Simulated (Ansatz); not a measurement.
# C2H10N2Si: the cost of one run

Program: Ansatz 0.2.0, Gaussian basis. Level of theory: functionals in def2-TZVPP, the program's frozen cores in correlated methods. These are calculated values, not measurements.

Plan: PBE-D4, r2SCAN-D4, PBE0-D4, B3LYP-D4, ωB97X-V, ωB97M-V, B2PLYP; CCSD(T)/def2-TZVPP; MP2/def2-QZVPP; extrapolation to the limit.

## Step 1: Structure used throughout

The geometry comes from an earlier relaxation with PBE0-D4 in a triple-zeta def2 set; it is a stationary point, not always the lowest conformer.

SMILES `CN[SiH](C)N`, 15 atoms, charge 0, spin multiplicity 1.

Atoms are counted from 1 here; the program's logs count them from 0.

Bond lengths: C1–N2 1.445 Å, C1–H6 1.098 Å, C1–H7 1.095 Å, C1–H8 1.092 Å, N2–Si3 1.712 Å, N2–H9 1.006 Å, Si3–C4 1.869 Å, Si3–N5 1.718 Å, Si3–H10 1.495 Å, C4–H11 1.093 Å, C4–H12 1.093 Å, C4–H13 1.094 Å, N5–H14 1.006 Å, N5–H15 1.007 Å. Angles: N2–C1–H6 113.4°, N2–C1–H7 111.5°, N2–C1–H8 109.2°, H6–C1–H7 107.8°, H6–C1–H8 107.6°, H7–C1–H8 107.0°, C1–N2–Si3 125.2°, C1–N2–H9 114.4°, Si3–N2–H9 117.9°, N2–Si3–C4 116.5°, N2–Si3–N5 107.8°, N2–Si3–H10 102.9°, C4–Si3–N5 105.3°, C4–Si3–H10 108.7°, N5–Si3–H10 116.1°, Si3–C4–H11 110.4°, Si3–C4–H12 111.2°, Si3–C4–H13 111.5° and more.

## Step 2: PBE-D4 (GGA)

in.yaml

```yaml
crystal:
  periodic: [false, false, false]
  atoms:
    - {symbol: C, position_ang: [-1.797708, 0.041415, 1.002777]}
    - {symbol: N, position_ang: [-0.446366, 0.533131, 1.146659]}
    - {symbol: Si, position_ang: [0.790413, 0.381744, -0.027993]}
    - {symbol: C, position_ang: [1.276317, -1.358325, -0.507589]}
    - {symbol: N, position_ang: [0.228472, 1.111473, -1.477763]}
    - {symbol: H, position_ang: [-1.950996, -0.949335, 1.450551]}
    - {symbol: H, position_ang: [-2.523580, 0.728016, 1.450620]}
    - {symbol: H, position_ang: [-2.041673, -0.033896, -0.059255]}
    - {symbol: H, position_ang: [-0.173453, 0.728458, 2.095504]}
    - {symbol: H, position_ang: [1.959213, 1.042024, 0.630318]}
    - {symbol: H, position_ang: [1.652099, -1.902821, 0.362152]}
    - {symbol: H, position_ang: [0.422259, -1.910173, -0.909396]}
    - {symbol: H, position_ang: [2.065558, -1.359314, -1.265198]}
    - {symbol: H, position_ang: [0.588714, 0.824518, -2.372336]}
    - {symbol: H, position_ang: [-0.071168, 2.072487, -1.489655]}
basis:
  gaussian: {orbitals: def2-TZVPP}
hamiltonian: {xc: pbe, dispersion: d4}
output: {forces: true, orbitals: {seedname: orbitals}}
```

On the command line:

```
ansatz run in.yaml --threads 4 --pin off --events-out ev --progress --plain --max-ram 10444MiB
```

Q: Estimate wall time and peak memory on 4 threads of Arm Neoverse V2, shared host.

About 3 s, with a peak of 0.44 GiB.
